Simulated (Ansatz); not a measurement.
# C4H12ClNSi: up Jacob's ladder to CCSD(T)

Aim: compute C4H12ClNSi with functionals from several rungs and with coupled cluster, and see how far each lands from CCSD(T) at the basis-set limit for the atomisation energy.

Computed with Ansatz 0.2.0, Gaussian basis. Level: functionals in def2-TZVPP, the program's frozen cores in correlated methods.

Levels to be run: LDA (SPW92), PBE-D4, revPBE-D4, BLYP-D4, r2SCAN-D4, B97M-V, PBE0-D4, B3LYP-D4, r2SCANh-D4, r2SCAN0-D4, HSE06-D4, BHLYP-D4, CAM-B3LYP-D4, LC-ωPBE, ωB97X-V, ωB97M-V, B2PLYP, PBE-QIDH; CCSD(T)/def2-SVP; CCSD(T)/def2-TZVPP; MP2/def2-QZVPP; extrapolation to the limit; RPA on PBE.

## (1) The relaxed structure

All runs share one geometry, relaxed beforehand with PBE0-D4 in a triple-zeta def2 set.

SMILES `CC(C)N(C)[SiH2]Cl`, 19 atoms, charge 0, spin multiplicity 1.

Atoms are counted from 1 here; the program's logs count them from 0.

Bond lengths: C1–C2 1.522 Å, C1–H8 1.092 Å, C1–H9 1.092 Å, C1–H10 1.093 Å, C2–C3 1.524 Å, C2–N4 1.464 Å, C2–H11 1.097 Å, C3–H12 1.093 Å, C3–H13 1.092 Å, C3–H14 1.092 Å, N4–C5 1.448 Å, N4–Si6 1.697 Å, C5–H15 1.096 Å, C5–H16 1.094 Å, C5–H17 1.092 Å, Si6–Cl7 2.080 Å, Si6–H18 1.480 Å, Si6–H19 1.480 Å. Angles: C2–C1–H8 110.8°, C2–C1–H9 110.2°, C2–C1–H10 111.6°, H8–C1–H9 108.5°, H8–C1–H10 108.4°, H9–C1–H10 107.3°, C1–C2–C3 111.5°, C1–C2–N4 111.7°, C1–C2–H11 107.3°, C3–C2–N4 112.8°, C3–C2–H11 107.5°, N4–C2–H11 105.7°, C2–C3–H12 111.4°, C2–C3–H13 110.3°, C2–C3–H14 110.9°, H12–C3–H13 107.4°, H12–C3–H14 108.3°, H13–C3–H14 108.4° and more.

Geometry (Å):

```mol
C4H12ClNSi
  3D, bonds by distance, orders not assigned

 19 18  0  0  0  0  0  0  0  0999 V2000
    0.2466    1.7690   -0.8769 C   0  0
    0.6435    0.4265   -0.2797 C   0  0
    1.0448   -0.5689   -1.3612 C   0  0
   -0.3923   -0.0947    0.6137 N   0  0
   -1.6639   -0.4436    0.0157 C   0  0
    0.0324   -0.7006    2.1407 Si  0  0
    0.7852   -2.6394    2.1305 Cl  0  0
   -0.0400    2.4724   -0.0929 H   0  0
    1.0831    2.1949   -1.4354 H   0  0
   -0.5901    1.6683   -1.5727 H   0  0
    1.5227    0.5989    0.3530 H   0  0
    0.2261   -0.7458   -2.0634 H   0  0
    1.8903   -0.1839   -1.9359 H   0  0
    1.3336   -1.5262   -0.9227 H   0  0
   -1.5859   -1.2645   -0.7068 H   0  0
   -2.1124    0.4157   -0.4917 H   0  0
   -2.3607   -0.7583    0.7953 H   0  0
    1.1166    0.1346    2.7029 H   0  0
   -1.1796   -0.7544    2.9877 H   0  0
  1  2  8  0
  2  3  8  0
  2  4  8  0
  4  5  8  0
  4  6  8  0
  6  7  8  0
  1  8  8  0
  1  9  8  0
  1 10  8  0
  2 11  8  0
  3 12  8  0
  3 13  8  0
  3 14  8  0
  5 15  8  0
  5 16  8  0
  5 17  8  0
  6 18  8  0
  6 19  8  0
M  END
```

## (2) LDA

This LDA is Slater exchange with PW92 correlation.

in.yaml reads:

```yaml
crystal:
  periodic: [false, false, false]
  atoms:
    - {symbol: C, position_ang: [0.246614, 1.768983, -0.876941]}
    - {symbol: C, position_ang: [0.643496, 0.426477, -0.279666]}
    - {symbol: C, position_ang: [1.044837, -0.568939, -1.361240]}
    - {symbol: N, position_ang: [-0.392254, -0.094695, 0.613674]}
    - {symbol: C, position_ang: [-1.663885, -0.443563, 0.015650]}
    - {symbol: Si, position_ang: [0.032438, -0.700559, 2.140709]}
    - {symbol: Cl, position_ang: [0.785174, -2.639368, 2.130468]}
    - {symbol: H, position_ang: [-0.039990, 2.472420, -0.092907]}
    - {symbol: H, position_ang: [1.083140, 2.194861, -1.435393]}
    - {symbol: H, position_ang: [-0.590125, 1.668323, -1.572673]}
    - {symbol: H, position_ang: [1.522653, 0.598881, 0.352985]}
    - {symbol: H, position_ang: [0.226051, -0.745776, -2.063368]}
    - {symbol: H, position_ang: [1.890310, -0.183935, -1.935925]}
    - {symbol: H, position_ang: [1.333599, -1.526214, -0.922709]}
    - {symbol: H, position_ang: [-1.585910, -1.264495, -0.706840]}
    - {symbol: H, position_ang: [-2.112360, 0.415706, -0.491729]}
    - {symbol: H, position_ang: [-2.360722, -0.758293, 0.795250]}
    - {symbol: H, position_ang: [1.116559, 0.134629, 2.702911]}
    - {symbol: H, position_ang: [-1.179616, -0.754442, 2.987744]}
basis:
  gaussian: {orbitals: def2-TZVPP}
hamiltonian: {xc: lda}
output: {orbitals: {seedname: orbitals}}
```

After this run come: PBE-D4 (GGA); revPBE-D4 (GGA); BLYP-D4 (GGA); r2SCAN-D4 (meta-GGA); B97M-V (meta-GGA); PBE0-D4 (hybrid); B3LYP-D4 (hybrid); r2SCANh-D4 (hybrid); r2SCAN0-D4 (hybrid); HSE06-D4 (hybrid); BHLYP-D4 (hybrid); CAM-B3LYP-D4 (range-separated); LC-ωPBE (range-separated); ωB97X-V (range-separated); ωB97M-V (range-separated); B2PLYP (double hybrid); PBE-QIDH (double hybrid); CCSD(T) in def2-SVP; CCSD(T) in def2-TZVPP; MP2 in def2-QZVPP; RPA on PBE orbitals.

Q: Predict the results of all the runs planned. Wanted: atomisation energy, CCSD(T)/CBS; farthest beyond LDA; mean size of error, GGA; mean size of error, meta-GGA; mean size of error, hybrid; mean size of error, range-separated; mean size of error, double hybrid; gap, smallest and largest; T1 diagnostic.

As calculated:

```
                               quantity                                                                                                          value
        atomisation energy, CCSD(T)/CBS                                                                                                      73.922 eV
    functionals within 0.370 eV (0.5 %)  r2SCAN-D4, B97M-V, PBE0-D4, B3LYP-D4, r2SCANh-D4, HSE06-D4, CAM-B3LYP-D4, LC-ωPBE, ωB97X-V, ωB97M-V, PBE-QIDH
                    farthest beyond LDA                                                                                           BHLYP-D4 (-1.534 eV)
                mean size of error, GGA                                                                                                       0.629 eV
           mean size of error, meta-GGA                                                                                                       0.067 eV
             mean size of error, hybrid                                                                                                       0.508 eV
    mean size of error, range-separated                                                                                                       0.298 eV
      mean size of error, double hybrid                                                                                                       0.579 eV
              gap, smallest and largest                                                                      5.26 eV (LDA (SPW92)), 12.38 eV (LC-ωPBE)
                          T1 diagnostic                                                                                                         0.0100
triples share of the correlation energy                                                                                                          3.9 %
```

**Reading.** LDA overbinds by 9.800 eV (13 %). PBE-D4 is off by +1.065 eV. Double hybrids carry the basis error of their MP2 part in triple zeta, and no dispersion term here, so their miss is partly the set-up's. The rungs meta-GGA, range-separated miss on average by less than the doubt on the reference (0.370 eV), so they tie. Misses under about 0.370 eV are within the doubt on the reference itself, which lacks core-valence correlation, relativity and higher excitations. Hartree-Fock recovers 74 % of the binding; the rest is correlation. CCSD(T) in def2-SVP is off by -3.606 eV, more than most functionals: a good method in a small basis is no reference. Orbital gaps span 5.3 to 12.4 eV; exact exchange widens them.
